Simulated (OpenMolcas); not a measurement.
# Sn: RASSCF and RASPT2 terms and fine-structure levels, part 2 of 3

Aim: the low terms and levels of Sn, with their order and spacing, then second-order correlation under several settings.

OpenMolcas 26.06; ANO-RCC-VQZP, DKH2, active space 4 electrons in 9 orbitals (RAS2 5s 5p; RAS3 5d, at most 2 electrons), orbitals: per spin and parity. Earlier steps stand in the parts before.

## Step 10: CASPT2: IPEA 0.25, imaginary shift 0.1 (closed shells correlated: 4d)

Input file a.inp:

```
>>> COPY JOB001 $Project.JobIph
&CASPT2
Multistate=3 1 2 3
Frozen=9 9
IPEA=0.25
Imaginary=0.1
MaxIter=60
WThr=0.0 0.3 0.05
PrWF=0.5
NoMix
>>> COPY JOB002 $Project.JobIph
&CASPT2
Multistate=6 1 2 3 4 5 6
Frozen=9 9
IPEA=0.25
Imaginary=0.1
MaxIter=60
WThr=0.0 0.3 0.05
PrWF=0.5
NoMix
>>> COPY JOB003 $Project.JobIph
&CASPT2
Multistate=1 1
Frozen=9 9
IPEA=0.25
Imaginary=0.1
MaxIter=60
WThr=0.0 0.3 0.05
PrWF=0.5
NoMix
>>> COPY JOB004 $Project.JobIph
&CASPT2
Multistate=8 1 2 3 4 5 6 7 8
Frozen=9 9
IPEA=0.25
Imaginary=0.1
MaxIter=60
WThr=0.0 0.3 0.05
PrWF=0.5
NoMix
>>> COPY JOB005 $Project.JobIph
&CASPT2
Multistate=5 1 2 3 4 5
Frozen=9 9
IPEA=0.25
Imaginary=0.1
MaxIter=60
WThr=0.0 0.3 0.05
PrWF=0.5
NoMix
```

The program printed:

```text
Orbital specifications:
      -----------------------

      Symmetry species                           1   2
                                                ag  au
      Frozen orbitals                            9   9
      Inactive orbitals                          5   0
      Active orbitals                            6   3
      Secondary orbitals                        31  30
      Deleted orbitals                           0   0
      Number of basis functions                 51  42
Type of calculation                        MS-CASPT2
      Fock operator                              state-specific
      IPEA shift                                 0.25
      Real shift                                 0.00
      Imaginary shift                            0.10
      The input orbitals will be transformed to quasi-canonical
Reference energy:       -6172.4859157233
      E2 (Non-variational):      -0.4589189725
      Shift correction:          -0.0002306616
      E2 (Variational):          -0.4591496341
      Total energy:           -6172.9450653574
      Residual norm:              0.0000001633
      Reference weight:           0.92715
      Contributions to the CASPT2 correlation energy
      Active & Virtual Only:         -0.0175183074
      One Inactive Excited:          -0.0991616451
      Two Inactive Excited:          -0.3422390201
Reference energy:       -6172.4859157233
      E2 (Non-variational):      -0.4589205672
      Shift correction:          -0.0002306699
      E2 (Variational):          -0.4591512372
      Total energy:           -6172.9450669604
      Residual norm:              0.0000001633
      Reference weight:           0.92715
      Contributions to the CASPT2 correlation energy
      Active & Virtual Only:         -0.0175203095
      One Inactive Excited:          -0.0991612373
      Two Inactive Excited:          -0.3422390204
::    CASPT2 Root  1     Total energy:  -6172.94506536
::    CASPT2 Root  2     Total energy:  -6172.94506696
::    CASPT2 Root  3     Total energy:  -6172.94506726
::    MS-CASPT2 Root  1     Total energy:  -6172.94506726
::    MS-CASPT2 Root  2     Total energy:  -6172.94506696
::    MS-CASPT2 Root  3     Total energy:  -6172.94506536
Orbital specifications:
      -----------------------

      Symmetry species                           1   2
                                                ag  au
      Frozen orbitals                            9   9
      Inactive orbitals                          5   0
      Active orbitals                            6   3
      Secondary orbitals                        31  30
      Deleted orbitals                           0   0
      Number of basis functions                 51  42
Type of calculation                        MS-CASPT2
      Fock operator                              state-specific
      IPEA shift                                 0.25
      Real shift                                 0.00
      Imaginary shift                            0.10
      The input orbitals will be transformed to quasi-canonical
Reference energy:       -6172.4512514523
      E2 (Non-variational):      -0.4689195856
      Shift correction:          -0.0003382151
      E2 (Variational):          -0.4692578007
      Total energy:           -6172.9205092531
      Residual norm:              0.0000004251
      Reference weight:           0.91874
      Contributions to the CASPT2 correlation energy
      Active & Virtual Only:         -0.0269682350
      One Inactive Excited:          -0.0997013741
      Two Inactive Excited:          -0.3422499766
Reference energy:       -6172.4512514522
      E2 (Non-variational):      -0.4688307392
      Shift correction:          -0.0003308090
      E2 (Variational):          -0.4691615483
      Total energy:           -6172.9204130004
      Residual norm:              0.0000003831
      Reference weight:           0.91895
      Contributions to the CASPT2 correlation energy
      Active & Virtual Only:         -0.0268795949
      One Inactive Excited:          -0.0997003676
      Two Inactive Excited:          -0.3422507767
::    CASPT2 Root  1     Total energy:  -6172.92050925
::    CASPT2 Root  2     Total energy:  -6172.92041300
::    CASPT2 Root  3     Total energy:  -6172.92041522
::    CASPT2 Root  4     Total energy:  -6172.92040679
::    CASPT2 Root  5     Total energy:  -6172.92040690
::    CASPT2 Root  6     Total energy:  -6172.88087684
::    MS-CASPT2 Root  1     Total energy:  -6172.92052901
::    MS-CASPT2 Root  2     Total energy:  -6172.92041603
::    MS-CASPT2 Root  3     Total energy:  -6172.92041335
::    MS-CASPT2 Root  4     Total energy:  -6172.92040684
::    MS-CASPT2 Root  5     Total energy:  -6172.92040566
::    MS-CASPT2 Root  6     Total energy:  -6172.88085712
Orbital specifications:
      -----------------------

      Symmetry species                           1   2
                                                ag  au
      Frozen orbitals                            9   9
      Inactive orbitals                          5   0
      Active orbitals                            6   3
      Secondary orbitals                        31  30
      Deleted orbitals                           0   0
      Number of basis functions                 51  42
Type of calculation                        SS-CASPT2
      Fock operator                              state-specific
      IPEA shift                                 0.25
      Real shift                                 0.00
      Imaginary shift                            0.10
      The input orbitals will be transformed to quasi-canonical
Reference energy:       -6172.3497483709
      E2 (Non-variational):      -0.4299159901
      Shift correction:          -0.0001728257
      E2 (Variational):          -0.4300888157
      Total energy:           -6172.7798371866
      Residual norm:              0.0000008459
      Reference weight:           0.93541
      Contributions to the CASPT2 correlation energy
      Active & Virtual Only:         -0.0076514068
      One Inactive Excited:          -0.0802422094
      Two Inactive Excited:          -0.3420223739
::    CASPT2 Root  1     Total energy:  -6172.77983719
Orbital specifications:
      -----------------------

      Symmetry species                           1   2
                                                ag  au
      Frozen orbitals                            9   9
      Inactive orbitals                          5   0
      Active orbitals                            6   3
      Secondary orbitals                        31  30
      Deleted orbitals                           0   0
      Number of basis functions                 51  42
Type of calculation                        MS-CASPT2
      Fock operator                              state-specific
      IPEA shift                                 0.25
      Real shift                                 0.00
      Imaginary shift                            0.10
      The input orbitals will be transformed to quasi-canonical
Reference energy:       -6172.2778412621
      E2 (Non-variational):      -0.4478104406
      Shift correction:          -0.0003471450
      E2 (Variational):          -0.4481575856
      Total energy:           -6172.7259988477
      Residual norm:              0.0000003285
      Reference weight:           0.92448
      Contributions to the CASPT2 correlation energy
      Active & Virtual Only:         -0.0200612792
      One Inactive Excited:          -0.0859647242
      Two Inactive Excited:          -0.3417844371
Reference energy:       -6172.2778412621
      E2 (Non-variational):      -0.4478100625
      Shift correction:          -0.0003471387
      E2 (Variational):          -0.4481572012
      Total energy:           -6172.7259984633
      Residual norm:              0.0000003291
      Reference weight:           0.92448
      Contributions to the CASPT2 correlation energy
      Active & Virtual Only:         -0.0200612412
      One Inactive Excited:          -0.0859643844
      Two Inactive Excited:          -0.3417844369
::    CASPT2 Root  1     Total energy:  -6172.72599885
::    CASPT2 Root  2     Total energy:  -6172.72599846
::    CASPT2 Root  3     Total energy:  -6172.72599885
::    CASPT2 Root  4     Total energy:  -6172.72599899
::    CASPT2 Root  5     Total energy:  -6172.72591471
::    CASPT2 Root  6     Total energy:  -6172.69319337
::    CASPT2 Root  7     Total energy:  -6172.69320434
::    CASPT2 Root  8     Total energy:  -6172.69320451
::    MS-CASPT2 Root  1     Total energy:  -6172.72600016
::    MS-CASPT2 Root  2     Total energy:  -6172.72599896
::    MS-CASPT2 Root  3     Total energy:  -6172.72599885
::    MS-CASPT2 Root  4     Total energy:  -6172.72599777
::    MS-CASPT2 Root  5     Total energy:  -6172.72591412
::    MS-CASPT2 Root  6     Total energy:  -6172.69320451
::    MS-CASPT2 Root  7     Total energy:  -6172.69320434
::    MS-CASPT2 Root  8     Total energy:  -6172.69319336
Orbital specifications:
      -----------------------

      Symmetry species                           1   2
                                                ag  au
      Frozen orbitals                            9   9
      Inactive orbitals                          5   0
      Active orbitals                            6   3
      Secondary orbitals                        31  30
      Deleted orbitals                           0   0
      Number of basis functions                 51  42
Type of calculation                        MS-CASPT2
      Fock operator                              state-specific
      IPEA shift                                 0.25
      Real shift                                 0.00
      Imaginary shift                            0.10
      The input orbitals will be transformed to quasi-canonical
Reference energy:       -6172.2496680660
      E2 (Non-variational):      -0.4583585523
      Shift correction:          -0.0002775681
      E2 (Variational):          -0.4586361204
      Total energy:           -6172.7083041865
      Residual norm:              0.0000004072
      Reference weight:           0.92383
      Contributions to the CASPT2 correlation energy
      Active & Virtual Only:         -0.0226599288
      One Inactive Excited:          -0.0942046006
      Two Inactive Excited:          -0.3414940229
Reference energy:       -6172.2496680660
      E2 (Non-variational):      -0.4583709051
      Shift correction:          -0.0002778049
      E2 (Variational):          -0.4586487100
      Total energy:           -6172.7083167760
      Residual norm:              0.0000004080
      Reference weight:           0.92382
      Contributions to the CASPT2 correlation energy
      Active & Virtual Only:         -0.0226722788
      One Inactive Excited:          -0.0942046034
      Two Inactive Excited:          -0.3414940229
::    CASPT2 Root  1     Total energy:  -6172.70830419
::    CASPT2 Root  2     Total energy:  -6172.70831678
::    CASPT2 Root  3     Total energy:  -6172.70831676
::    CASPT2 Root  4     Total energy:  -6172.70831346
::    CASPT2 Root  5     Total energy:  -6172.70845830
::    MS-CASPT2 Root  1     Total energy:  -6172.70845892
::    MS-CASPT2 Root  2     Total energy:  -6172.70832091
::    MS-CASPT2 Root  3     Total energy:  -6172.70831356
::    MS-CASPT2 Root  4     Total energy:  -6172.70831210
::    MS-CASPT2 Root  5     Total energy:  -6172.70830400
```

Time for this run: 22 s (1 thread, shared host).

SS-RASPT2: lowest energy less the reference's lowest, -0.4592 hartree; reference weights 0.913 to 0.935. These are the single-state energies of the run (the lines without MS-).

Fine-structure levels, from the RASSI matrix with the averaged CASPT2 term energies on its diagonal:

```csv
Configuration,Term,J,E (cm⁻¹),g,Leading %,Second
5s² 5p²,³P,0,0.0,,97,3 ¹S
5s² 5p²,³P,1,1490,1.501,100,
5s² 5p²,³P,2,3090,1.462,92,8 ¹D
5s² 5p²,¹D,2,8310,1.039,92,8 ³P
5s² 5p²,¹S,0,17070,,97,3 ³P
5s 5p³,⁵S°,2,38610,1.998,99,
5s 5p³,³D°,1,50160,0.520,98,2 ³P°
5s 5p³,³D°,2,50170,1.181,95,4 ³P°
5s 5p³,³D°,3,50740,1.334,100,
```

Transitions at SS-RASPT2 energies (vacuum wavelengths; branching counts decays inside the model space alone):

```
      upper        lower  type  λ (nm)   A (s-1)  branching %
5s 5p³ ³D°₁  5s² 5p² ³P₀    E1   199.3  2.64e+06         59.9
5s 5p³ ³D°₂  5s² 5p² ³P₁    E1   205.4  3.27e+06         81.1
5s 5p³ ³D°₁  5s² 5p² ³P₁    E1   205.4  1.67e+06         37.9
5s 5p³ ³D°₃  5s² 5p² ³P₂    E1   209.9  3.75e+06         94.3
5s 5p³ ³D°₂  5s² 5p² ³P₂    E1   212.4  6.23e+05         15.4
5s 5p³ ³D°₁  5s² 5p² ³P₂    E1   212.4  7.35e+04          1.7
5s 5p³ ³D°₃  5s² 5p² ¹D₂    E1   235.7  2.26e+05          5.7
5s 5p³ ³D°₂  5s² 5p² ¹D₂    E1   238.9  1.43e+05          3.5
5s 5p³ ³D°₁  5s² 5p² ¹D₂    E1   238.9  4.40e+03          0.1
5s 5p³ ⁵S°₂  5s² 5p² ³P₁    E1   269.4  7.83e+02         68.1
5s 5p³ ⁵S°₂  5s² 5p² ³P₂    E1   281.5  3.37e+02         29.4
5s 5p³ ³D°₁  5s² 5p² ¹S₀    E1   302.1  2.21e+04          0.5
5s 5p³ ⁵S°₂  5s² 5p² ¹D₂    E1     330  2.89e+01          2.5
5s² 5p² ¹S₀  5s² 5p² ³P₁    M1   641.9  5.80e+00         77.6
5s² 5p² ¹S₀  5s² 5p² ³P₂    E2   715.6  5.23e-01          7.0
5s 5p³ ³D°₃  5s 5p³ ⁵S°₂    E2   824.5  1.22e-02          0.0
5s 5p³ ³D°₂  5s 5p³ ⁵S°₂    M1   865.5  8.76e-02          0.0
5s² 5p² ¹S₀  5s² 5p² ¹D₂    E2    1142  1.15e+00         15.4
5s² 5p² ¹D₂  5s² 5p² ³P₁    M1    1465  3.39e-01         44.2
5s² 5p² ¹D₂  5s² 5p² ³P₂    M1    1915  4.19e-01         54.8
5s² 5p² ³P₂  5s² 5p² ³P₁    M1    6238  5.14e-02         99.4
5s² 5p² ³P₁  5s² 5p² ³P₀    M1    6713  5.80e-02        100.0
```

(Part 2 of 3 ends here.)
